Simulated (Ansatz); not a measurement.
# GaAsH+ (triplet): wave-function methods side by side, cc-pVDZ

One table from this session's results is given with a row withheld; the runs are named, their logs left out.

The runs use Ansatz 0.2.0, Gaussian basis; cc-pVDZ, core rule «outside noble gas», up to 28 orbitals frozen.

To be run: UHF; CCSD(T) on ROHF; CCSD(T) on UHF; BCCD(T) on ROHF; CISD as a restricted active space (open shells left free, so some higher excitations enter); CCSDT(Q) on ROHF; CCSDT(Q) on UHF; CCSDTQ on ROHF; CCSDTQ on UHF.

14 further runs of the same task are left out: 11 for a known fault of the program, 3 set aside as unsound or not needed. Runs told in other sessions of the task aren't counted.

### The system

The geometry is a PBE0/def2-TZVP stationary point (not a proven minimum) of the parent state, kept for this charge and spin. No spin-orbit coupling is included. The filled d shell of Ga, As may be among the frozen orbitals whatever the setting's name suggests.

3 atoms, charge 1, spin multiplicity 3.

Atoms are counted from 1 here; the program's logs count them from 0.

Bond lengths: Ga1–As2 2.510 Å, Ga1–H3 1.618 Å. Angles: As2–Ga1–H3 115.1°.

The first run:

Input file in.yaml:

```yaml
crystal:
  periodic: [false, false, false]
  atoms:
    - {symbol: Ga, position_ang: [0.000000, -0.505457, 0.594301]}
    - {symbol: As, position_ang: [0.000000, -0.435519, -1.914688]}
    - {symbol: H, position_ang: [0.000000, 0.940976, 1.320387]}
basis:
  gaussian: {orbitals: cc-pVDZ}
total_charge: 1
magnetization: {spin_polarized: true, initial_magnetization: 2}
hamiltonian: {xc: hf}
output: {orbitals: {seedname: orbitals}}
```

On the command line:

```bash
$ ansatz run in.yaml --threads 1 --pin off --events-out ev --progress --plain --max-ram 4096MiB --backend cpu
```

Steps of the session up to this table: UHF; CCSD(T) on ROHF; CCSD(T) on UHF; BCCD(T) on ROHF; CISD as a restricted active space (open shells left free, so some higher excitations enter); CCSDT(Q) on ROHF; CCSDT(Q) on UHF; CCSDTQ on ROHF; CCSDTQ on UHF.

One of the session's tables, all rows but one given; the rest of the session is left out.

| method | from UCCSDTQ (kJ/mol) |
| --- | --- |
| ROHF | +401.7 |
| UHF | +373.0 |
| RMP2 | +102.0 |
| UMP2 | +108.6 |
| CISD | +42.3 |
| RCCSD | +19.1 |
| UCCSD | +18.3 |
| RCCSD(T) | +5.5 |
| UCCSD(T) | +6.3 |
| BCCD(T) | +5.6 |
| RCCSDT | +1.5 |
| UCCSDT | ? |
| RCCSDT(Q) | +0.5 |
| UCCSDT(Q) | 0.0 |
| RCCSDTQ | +0.4 |
| UCCSDTQ | 0 |

Q: Estimate the row for UCCSDT from the others.

The run gave: from UCCSDTQ (kJ/mol): +1.0. In the column «from UCCSDTQ (kJ/mol)» it lies between RCCSDT(Q) (+0.5) and RCCSDT (+1.5).

Limits of these values: Restricted and unrestricted rows rest on different reference determinants; a gap between their highest levels can come from leftover correlation error, from unlike frozen cores or from another state.
